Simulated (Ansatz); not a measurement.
**C₂H₅FOSi: one species, many methods**

The task here is to estimate one member of a computed series from the others.

Computed with Ansatz 0.2.0, Gaussian basis. Level: functionals in def2-TZVPP, the program's frozen cores in correlated methods.

Plan: PBE-D4, r2SCAN-D4, PBE0-D4, B3LYP-D4, ωB97X-V, ωB97M-V, B2PLYP; CCSD(T)/def2-TZVPP; MP2/def2-QZVPP; extrapolation to the limit.

**Structure used throughout**

An earlier PBE0-D4 in a triple-zeta def2 set relaxation fixed the geometry.

SMILES `C[C@H]1O[Si@H]1F`, 10 atoms, charge 0, spin multiplicity 1.

Atoms are counted from 1 here; the program's logs count them from 0.

Bond lengths: C1–C2 1.498 Å, C1–H6 1.091 Å, C1–H7 1.093 Å, C1–H8 1.094 Å, C2–O3 1.514 Å, C2–Si4 1.797 Å, C2–H9 1.090 Å, O3–Si4 1.634 Å, Si4–F5 1.587 Å, Si4–H10 1.471 Å. Angles: C2–C1–H6 112.0°, C2–C1–H7 109.7°, C2–C1–H8 110.5°, H6–C1–H7 108.2°, H6–C1–H8 108.2°, H7–C1–H8 108.1°, C1–C2–O3 113.4°, C1–C2–Si4 124.6°, C1–C2–H9 113.9°, O3–C2–Si4 58.4°, O3–C2–H9 109.9°, Si4–C2–H9 120.2°, C2–O3–Si4 69.5°, C2–Si4–O3 52.1°, C2–Si4–F5 121.0°, C2–Si4–H10 128.8°, O3–Si4–F5 117.7°, O3–Si4–H10 119.2° and more.

The first run:

The input, in.yaml:

```yaml
crystal:
  periodic: [false, false, false]
  atoms:
    - {symbol: C, position_ang: [-1.041337, -0.527033, 0.743130]}
    - {symbol: C, position_ang: [0.369157, -0.421300, 0.249951]}
    - {symbol: O, position_ang: [0.501402, -0.624529, -1.244154]}
    - {symbol: Si, position_ang: [0.977833, 0.881826, -0.827058]}
    - {symbol: F, position_ang: [0.045294, 2.094269, -1.249040]}
    - {symbol: H, position_ang: [-1.710009, 0.157623, 0.218408]}
    - {symbol: H, position_ang: [-1.077025, -0.288825, 1.809457]}
    - {symbol: H, position_ang: [-1.419312, -1.544914, 0.608874]}
    - {symbol: H, position_ang: [1.069614, -1.070313, 0.775206]}
    - {symbol: H, position_ang: [2.367581, 1.292096, -1.081874]}
basis:
  gaussian: {orbitals: def2-TZVPP}
hamiltonian: {xc: pbe, dispersion: d4}
output: {forces: true, orbitals: {seedname: orbitals}}
```

Started as:

```sh
$ ansatz run in.yaml --threads 4 --pin off --events-out ev --progress --plain --max-ram 10444MiB
```

Steps of the session up to this table: PBE-D4 (GGA); r2SCAN-D4 (meta-GGA); PBE0-D4 (hybrid); B3LYP-D4 (hybrid); ωB97X-V (range-separated); ωB97M-V (range-separated); B2PLYP (double hybrid); CCSD(T) in def2-TZVPP; MP2 in def2-QZVPP.

One of the session's tables, all rows but one given; the rest of the session is left out.

It belongs to the step «Atomisation energies». 

| method | atomisation energy (eV) |
| --- | --- |
| PBE-D4 | 41.805 |
| r2SCAN-D4 | 41.135 |
| PBE0-D4 | 40.909 |
| B3LYP-D4 | 40.810 |
| ωB97X-V | 41.084 |
| ωB97M-V | 41.080 |
| B2PLYP | 40.540 |
| HF/def2-TZVPP | 29.637 |
| MP2/def2-TZVPP | 40.909 |
| CCSD/def2-TZVPP | 39.260 |
| CCSD(T)/def2-TZVPP | 39.909 |
| MP2/CBS | 42.043 |
| CCSD(T)/CBS | ? |

Estimate the missing values for CCSD(T)/CBS.

As computed: atomisation energy (eV): 41.043. In the column «atomisation energy (eV)» it lies between MP2/def2-TZVPP (40.909) and ωB97M-V (41.080).
